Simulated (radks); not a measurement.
**Kr in [Kr]: an all-electron calculation**

An exercise on one series of results from a longer session: the logs are not shown, and one member is left open.

Method: Dirac Kohn-Sham, PBE, spin-unpolarised, spherical densities, point nucleus. Code: radks (a radial shooting solver on a logarithmic mesh, Libxc functionals) version 1.

**The atom as given**

| Item | Value |
| --- | --- |
| element | krypton (Z = 36) |
| charge | 0 |
| electrons | 36 |
| configuration | [Kr] |

Outer shells as boxes (Hund's rule):

Kr
```
[Ar] core
3d [↑↓][↑↓][↑↓][↑↓][↑↓]
4s [↑↓]
4p [↑↓][↑↓][↑↓]
```

Set-up of the first run:

The run's settings:

```text
Z 36
configuration [Kr]
relativity Dirac
functional pbe,pbe
spin unpolarised
j_filling energy
nucleus point
c 137.035999084
```

Command:

```console
python run_ks.py task.json out
```

The same process makes all the runs of this session.

One table of the session follows, with a row left open; its other results are not shown here.

It belongs to the step «Shells». Radial moments (bohr):

| level | <r> | outermost maximum (interpolated) | 90 % within | nodes |
| --- | --- | --- | --- | --- |
| 1s1/2 | 0.04148 | 0.0271 | 0.0742 | 0 |
| 2s1/2 | 0.1832 | 0.154 | 0.284 | 1 |
| 2p1/2 | 0.1573 | 0.121 | 0.257 | 0 |
| 2p3/2 | 0.1613 | 0.124 | 0.263 | 0 |
| 3s1/2 | ? | ? | ? | ? |
| 3p1/2 | 0.5335 | 0.457 | 0.814 | 1 |
| 3p3/2 | 0.5439 | 0.466 | 0.829 | 1 |
| 3d3/2 | 0.5536 | 0.410 | 0.907 | 0 |
| 3d5/2 | 0.5575 | 0.412 | 0.913 | 0 |
| 4s1/2 | 1.572 | 1.34 | 2.34 | 3 |
| 4p1/2 | 1.914 | 1.53 | 2.95 | 2 |
| 4p3/2 | 1.962 | 1.56 | 3.03 | 2 |

Q: Estimate the row for 3s1/2 from the others.

As computed: <r>: 0.5302; outermost maximum (interpolated): 0.467; 90 % within: 0.789; nodes: 2. In the column «<r>» it lies between 2s1/2 (0.1832) and 3p1/2 (0.5335).
